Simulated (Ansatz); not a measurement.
**C₂H₆O₂Si₂: a ladder of functionals and wavefunction methods**

The task here is to estimate one member of a computed series from the others.

Method: functionals in def2-TZVPP, the program's frozen cores in correlated methods; program: Ansatz 0.2.0, Gaussian basis.

Plan: PBE-D4, r2SCAN-D4, PBE0-D4, B3LYP-D4, ωB97X-V, ωB97M-V, B2PLYP; CCSD(T)/def2-TZVPP; MP2/def2-QZVPP; extrapolation to the limit.

### The geometry

An earlier PBE0-D4 in a triple-zeta def2 set relaxation fixed the geometry.

SMILES `O[Si]1([SiH3])C=CO1`, 12 atoms, charge 0, spin multiplicity 1.

Atoms are counted from 1 here; the program's logs count them from 0.

Bond lengths: O1–Si2 1.633 Å, O1–H7 0.960 Å, Si2–Si3 2.333 Å, Si2–C4 1.835 Å, Si2–O6 1.724 Å, Si3–H8 1.487 Å, Si3–H9 1.486 Å, Si3–H10 1.487 Å, C4–C5 1.345 Å, C4–H11 1.077 Å, C5–O6 1.376 Å, C5–H12 1.088 Å. Angles: Si2–O1–H7 117.4°, O1–Si2–Si3 107.2°, O1–Si2–C4 122.7°, O1–Si2–O6 114.2°, Si3–Si2–C4 119.8°, Si3–Si2–O6 111.3°, C4–Si2–O6 78.2°, Si2–Si3–H8 109.8°, Si2–Si3–H9 108.7°, Si2–Si3–H10 110.8°, H8–Si3–H9 109.0°, H8–Si3–H10 109.0°, H9–Si3–H10 109.5°, Si2–C4–C5 83.3°, Si2–C4–H11 147.4°, C5–C4–H11 128.4°, C4–C5–O6 111.2°, C4–C5–H12 132.4° and more.

The first run:

in.yaml

```yaml
crystal:
  periodic: [false, false, false]
  atoms:
    - {symbol: O, position_ang: [1.938931, 0.268664, -0.903655]}
    - {symbol: Si, position_ang: [0.428203, 0.138789, -0.297734]}
    - {symbol: Si, position_ang: [0.597060, -0.967763, 1.748743]}
    - {symbol: C, position_ang: [-1.046480, -0.122409, -1.357235]}
    - {symbol: C, position_ang: [-1.400592, 1.088735, -0.892794]}
    - {symbol: O, position_ang: [-0.398650, 1.642591, -0.129512]}
    - {symbol: H, position_ang: [2.033637, 0.670890, -1.770349]}
    - {symbol: H, position_ang: [1.001742, -2.381558, 1.525593]}
    - {symbol: H, position_ang: [-0.731927, -0.944160, 2.413723]}
    - {symbol: H, position_ang: [1.601637, -0.309231, 2.624475]}
    - {symbol: H, position_ang: [-1.632051, -0.810996, -1.942473]}
    - {symbol: H, position_ang: [-2.314508, 1.671144, -0.984783]}
basis:
  gaussian: {orbitals: def2-TZVPP}
hamiltonian: {xc: pbe, dispersion: d4}
output: {forces: true, orbitals: {seedname: orbitals}}
```

Command:

```sh
$ ansatz run in.yaml --threads 4 --pin off --events-out ev --progress --plain --max-ram 10444MiB
```

Among the steps run: PBE-D4 (GGA); r2SCAN-D4 (meta-GGA); PBE0-D4 (hybrid); B3LYP-D4 (hybrid); ωB97X-V (range-separated); ωB97M-V (range-separated); B2PLYP (double hybrid); CCSD(T) in def2-TZVPP; MP2 in def2-QZVPP.

One table of the session follows, with a row left open; its other results are not shown here.

| method | atomisation energy (eV) |
| --- | --- |
| PBE-D4 | 49.142 |
| r2SCAN-D4 | 48.400 |
| PBE0-D4 | 48.137 |
| B3LYP-D4 | 48.003 |
| ωB97X-V | 48.432 |
| ωB97M-V | 48.335 |
| B2PLYP | 47.582 |
| HF/def2-TZVPP | 34.437 |
| MP2/def2-TZVPP | 47.930 |
| CCSD/def2-TZVPP | 46.014 |
| CCSD(T)/def2-TZVPP | 46.858 |
| MP2/CBS | ? |
| CCSD(T)/CBS | 48.275 |

**Question.** Estimate the row for MP2/CBS.

As computed: atomisation energy (eV): 49.347. In the column «atomisation energy (eV)» it is the highest.

To keep in mind: Free atoms (2 O, 2 Si, 2 C, 6 H) were run apart at each level; the atomisation energy is their sum less the molecule, without zero-point or spin-orbit terms.
